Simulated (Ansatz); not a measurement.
# Bi in Ansatz: single point with PBEsol

Aim: the single point of Bi with PBEsol.

All numbers are computed with Ansatz 0.2.0; they aren't measurements. Logs are shortened: lines on timing, memory, paths and dates and some standing lists are left out, and cuts for length are marked.

**1. Starting point**

The cell holds a slab with vacuum, 4 atoms: a = 4.539 Å, b = 4.539 Å, c = 32.744 Å, α = 90.00°, β = 90.00°, γ = 120.00°.

The slab is cut from a database's or a generator's crystal, which needn't be the stable form of the element.

**2. Single point, PBEsol**

The input, input.yaml:

```yaml
crystal:
  lattice:
    - [4.5390002997, 0.0, 0.0]
    - [-2.2695001498, 3.9308895674, 0.0]
    - [0.0, 0.0, 32.7435]
  atoms:
    - { symbol: Bi, position: [0.6666666667, 0.3333333334, 0.2290530945] }
    - { symbol: Bi, position: [0.3333333333, 0.6666666666, 0.4096843648] }
    - { symbol: Bi, position: [0.6666666667, 0.3333333334, 0.5903156352] }
    - { symbol: Bi, position: [0.3333333333, 0.6666666666, 0.7709469055] }
kpoints:
  mp_grid: { grid: [7, 7, 1] }
scf:
  occupations: { method: fermi_dirac, width: 0.05 }
hamiltonian:
  xc: pbesol
  pseudopotentials: { kind: all_electron, lapw: { basis_error: 0.002 } }
output:
  forces: true
  stress: true
  eigenvalues: true
```

Potentials or basis: all-electron LAPW, scalar-relativistic.

The run is started by

```bash
$ ansatz run input.yaml --threads 4 --pin off --max-ram 14336MiB --backend cpu --events-out ev --progress --plain --runs-dir out
```

Log:

```text
Warning: RAYON_NUM_THREADS=4 ignored (pool sized by the plan → 4); use --threads N
LAPW: plane waves up to 4.076 Å⁻¹, error target 2.0e-3 eV per atom; small_component_spin mean_spin; Bi in spheres of 2.270 Å, 21 of its electrons in bands, Dirac shells [] (how accurate: hamiltonian.pseudopotentials.lapw.basis_error, Limitations)
Engine: ansatz 0.2.0, aarch64-unknown-linux-gnu
Pseudopotentials: kind: all_electron
Pseudopotential: Bi, LAPW, valence charge 21, lapw/all_electron/scalar/gaussian/Bi, Koelling and Harmon's equation, gaussian nucleus
Functional definition: PBEsol
  exchange = pbesol_x
  correlation = pbesol_c
Crystal: 4 atoms, lattice volume = 584.220 Å³
Basis set: ecut = 63.30748405957378 eV, 625 PW (Γ), exchange–correlation at level 2
Bands: 51, of which v1, the nominal top of the filled ones, is band 42 counted from 1 (41 counted from 0)
Symmetry: 12 space group operations
Space group: P-3m1 (ITA 164), of the structure as read, at distance tolerance 8.4e-5 Å
k-points: 8 of 49
Non-local potential: Bi, projectors of the file, none
Initial density: superposition of atomic densities (neutral atoms: chi_scale 0, normalization atom)
Initial wavefunctions: plane waves of lowest kinetic energy (no species holds an atomic orbital)
Functional: x = pbesol(κ = 0.804, μ = 0.12345679012345678), c = pbesol(β = 0.046)
iter 1 solved again at ethr=7.01e-5 eV; its pass at ethr=1.00e-1 eV (dr2=5.89e-2 eV) is discarded
SCF iter   1: F=—  HF=-2342195.508168 eV  |F-HF|=—  |Δ(HF+E_count)|=         —  Δρ=2.16e-3  dr2=6.01e-2  ethr=7.01e-5  ⟨swp⟩=3.8  Hψ=2673  notcnv=0
preconditioner: auto → LDOS  [metal: Δε(μ)=0.030 eV  Ē_g=2.549 eV  σ=0.050 eV  W_gap=0.15  n_scr=98 (ndim 8)  ℏωp=5.3 eV  f_vac=0.534  D(μ)=11.78/eV (n_scr^D=84)  β→1.0]
SCF iter   2: F=—  HF=-2342195.445025 eV  |F-HF|=—  |Δ(HF+E_count)|=   6.31e-2  Δρ=1.51e-3  dr2=3.42e-2  ethr=7.01e-5  ⟨swp⟩=3.0  Hψ=1375  notcnv=0
SCF iter   3: F=—  HF=-2342195.485566 eV  |F-HF|=—  |Δ(HF+E_count)|=   4.05e-2  Δρ=6.04e-4  dr2=8.57e-3  ethr=4.08e-5  ⟨swp⟩=3.0  Hψ=1378  notcnv=0
SCF iter   4: F=—  HF=-2342195.481613 eV  |F-HF|=—  |Δ(HF+E_count)|=   3.95e-3  Δρ=3.91e-4  dr2=1.94e-3  ethr=1.02e-5  ⟨swp⟩=2.0  Hψ=1278  notcnv=0
SCF iter   5: F=—  HF=-2342195.481852 eV  |F-HF|=—  |Δ(HF+E_count)|=   2.39e-4  Δρ=9.19e-5  dr2=4.11e-4  ethr=2.32e-6  ⟨swp⟩=3.0  Hψ=1309  notcnv=0
iter 6 solved again at ethr=3.37e-8 eV; its pass at ethr=4.90e-7 eV (dr2=2.83e-5 eV) is discarded
SCF iter   6: F=—  HF=-2342195.481705 eV  |F-HF|=—  |Δ(HF+E_count)|=   1.47e-4  Δρ=3.52e-5  dr2=2.84e-5  ethr=3.37e-8  ⟨swp⟩=2.0  Hψ=2160  notcnv=0
SCF iter   7: F=—  HF=-2342195.481778 eV  |F-HF|=—  |Δ(HF+E_count)|=   7.31e-5  Δρ=1.11e-5  dr2=7.45e-6  ethr=3.37e-8  ⟨swp⟩=3.0  Hψ=1346  notcnv=0
SCF iter   8: F=—  HF=-2342195.481785 eV  |F-HF|=—  |Δ(HF+E_count)|=   7.06e-6  Δρ=2.79e-6  dr2=4.01e-7  ethr=8.87e-9  ⟨swp⟩=3.0  Hψ=1346  notcnv=0
SCF iter   9: F=—  HF=-2342195.481786 eV  |F-HF|=—  |Δ(HF+E_count)|=   2.51e-7  Δρ=1.66e-6  dr2=6.22e-7  ethr=4.77e-10  ⟨swp⟩=3.0  Hψ=1346  notcnv=0
SCF iter  10: F=—  HF=-2342195.481786 eV  |F-HF|=—  |Δ(HF+E_count)|=   2.61e-8  Δρ=1.08e-6  dr2=1.66e-7  ethr=4.77e-10  ⟨swp⟩=2.0  Hψ=1278  notcnv=0
SCF iter  11: F=-2342195.481786 eV  HF=-2342195.481786 eV  |F-HF|=5.59e-9  |Δ(HF+E_count)|=   5.49e-8  Δρ=1.57e-7  dr2=2.19e-9  ethr=1.97e-10  ⟨swp⟩=2.4  Hψ=1283  notcnv=0
SCF 1 converged in 11 iterations: F = -2342195.481786 eV  dr2 = 2.19e-9
SCF converged after 11 iterations
Free energy (F): -2342195.481786 eV
Harris-Foulkes:  -2342195.481786 eV  (|F-HF|=5.59e-9)
Internal energy: -2342195.379168 eV  (E = F + TS)
E sigma→0 (E₀):  -2342195.430477 eV
Entropy (-TS):   -0.102618 eV (-25.654 meV/atom)
Fermi energy:    -0.465155 eV
--- Per-component energies (eV) ---
  E_band       = -3235.807849
  E_kinetic    = 2711116.477194
  E_xc         = -42580.960510
  E_electrostatic = -5010730.895852  (all electrons and nuclei)
  E_smearing   = -0.102618  (= −TS)
  E_closure    = 0.000000  (closes the sum)
  E_atoms      = -2342188.726400  (free atoms, spherical and without spin; not in F)
  Σ components = -2342195.481786   (vs F -2342195.481786, Δ=0.00e0)
  Basis errors (estimates in eV, not in F): energy 7.7e-4 per atom: plane waves 6.9e-4 (4.0e-4 summed), levels above the bands 3.1e-39, relativity 1.3e-9, radial functions 7.3e-5, core shells 2.8e-7; eigenvalues (radial functions only) 4.9e-6; not estimated: angular momenta, meshes, grids; target (lapw.basis_error) 2.0e-3; muffin-tin radii Bi 2.270 Å
--- Forces (eV/Å), atoms counted from 1 ---
  atom   1  Bi     0.00000000     0.00000000     0.03897875
  atom   2  Bi     0.00000000    -0.00000000    -0.00030728
  atom   3  Bi     0.00000000     0.00000000     0.00030728
  atom   4  Bi    -0.00000000    -0.00000000    -0.03897875
  max |Σ_I F_I| component: 4.34e-19 eV/Å
--- Stress (GPa, compression-positive) ---
       -3.713473      -0.000000      -0.000000
       -0.000000      -3.713473       0.000000
       -0.000000       0.000000      -0.187338
  P = ⅓ Tr σ = -2.5381 GPa (-25.381 kbar)
--- Band table (eV; the first three rows and the last of 8) ---
  k-point 0: bands = ["-91.9661", "-91.9661", "-91.9661", "-91.9661", "-91.9594", "-91.9594", "-91.9594", "-91.9594", "-91.9361", "-91.9361", "-91.9279", "-91.9279", "-23.2938", "-23.2938", "-23.2938", "-23.2938", "-23.2876", "-23.2876", "-23.2876", "-23.2876", "-23.2718", "-23.2718", "-23.2718", "-23.2718", "-23.2678", "-23.2678", "-23.2646", "-23.2646", "-23.2646", "-23.2646", "-23.2603", "-23.2603", "-10.8157", "-10.8120", "-10.8083", "-10.8068", "-1.2720", "-1.1589", "-1.0066", "-0.8699", "0.9176", "0.9176", "0.9211", "0.9211", "0.9248", "0.9248", "0.9271", "0.9271", "2.6575", "2.9723", "3.3801"]
  k-point 1: bands = ["-91.9661", "-91.9661", "-91.9661", "-91.9661", "-91.9594", "-91.9594", "-91.9594", "-91.9594", "-91.9361", "-91.9361", "-91.9279", "-91.9279", "-23.2938", "-23.2938", "-23.2925", "-23.2925", "-23.2876", "-23.2876", "-23.2862", "-23.2862", "-23.2723", "-23.2723", "-23.2719", "-23.2719", "-23.2670", "-23.2670", "-23.2651", "-23.2651", "-23.2647", "-23.2647", "-23.2596", "-23.2596", "-10.7579", "-10.7544", "-10.7509", "-10.7496", "-1.1459", "-1.0394", "-0.8959", "-0.7667", "0.0730", "0.0860", "0.0965", "0.1015", "0.7650", "0.7703", "0.7763", "0.7807", "3.1670", "3.4741", "3.8556"]
  k-point 2: bands = ["-91.9661", "-91.9661", "-91.9661", "-91.9661", "-91.9594", "-91.9594", "-91.9594", "-91.9594", "-91.9361", "-91.9361", "-91.9279", "-91.9279", "-23.2939", "-23.2939", "-23.2894", "-23.2894", "-23.2876", "-23.2876", "-23.2832", "-23.2832", "-23.2733", "-23.2733", "-23.2722", "-23.2722", "-23.2661", "-23.2661", "-23.2653", "-23.2653", "-23.2650", "-23.2650", "-23.2579", "-23.2579", "-10.6208", "-10.6179", "-10.6149", "-10.6142", "-1.1008", "-1.0954", "-1.0841", "-1.0709", "-0.8100", "-0.7173", "-0.6037", "-0.5093", "0.4635", "0.4707", "0.4792", "0.4856", "3.8371", "4.0744", "4.3489"]
  k-point 7: bands = ["-91.9661", "-91.9661", "-91.9661", "-91.9661", "-91.9594", "-91.9594", "-91.9594", "-91.9594", "-91.9361", "-91.9361", "-91.9279", "-91.9279", "-23.2910", "-23.2910", "-23.2887", "-23.2887", "-23.2848", "-23.2848", "-23.2824", "-23.2824", "-23.2738", "-23.2738", "-23.2732", "-23.2732", "-23.2666", "-23.2666", "-23.2660", "-23.2660", "-23.2636", "-23.2636", "-23.2561", "-23.2561", "-10.4544", "-10.4534", "-10.4506", "-10.4506", "-1.4857", "-1.4785", "-1.4689", "-1.4607", "-0.8661", "-0.8599", "-0.8511", "-0.8430", "-0.3046", "-0.2754", "-0.2428", "-0.2194", "4.7048", "4.7875", "4.9244"]
```

Run time: 2.6 s. Hardware: 4 threads of Arm Neoverse V1, shared host; peak memory 0.33 GiB.

Results:

| Property | Result |
| --- | --- |
| Free energy | -2342195.4818 eV |
| Largest force | 0.039 eV/Å |
| Band gap on the k mesh | none (metal or under the smearing width) |
| Work function | 4.85 eV |

Forces on the atoms (eV/Å):
```
Bi   0.000  0.000  0.039
Bi   0.000  0.000  0.000
Bi   0.000  0.000  0.000
Bi   0.000  0.000 -0.039
```

Stress tensor (GPa, compression positive):
```
-3.71  0.00  0.00
 0.00 -3.71  0.00
 0.00  0.00 -0.19
```

Caveat: spin-orbit coupling is left out, which moves the levels of the heavy elements.
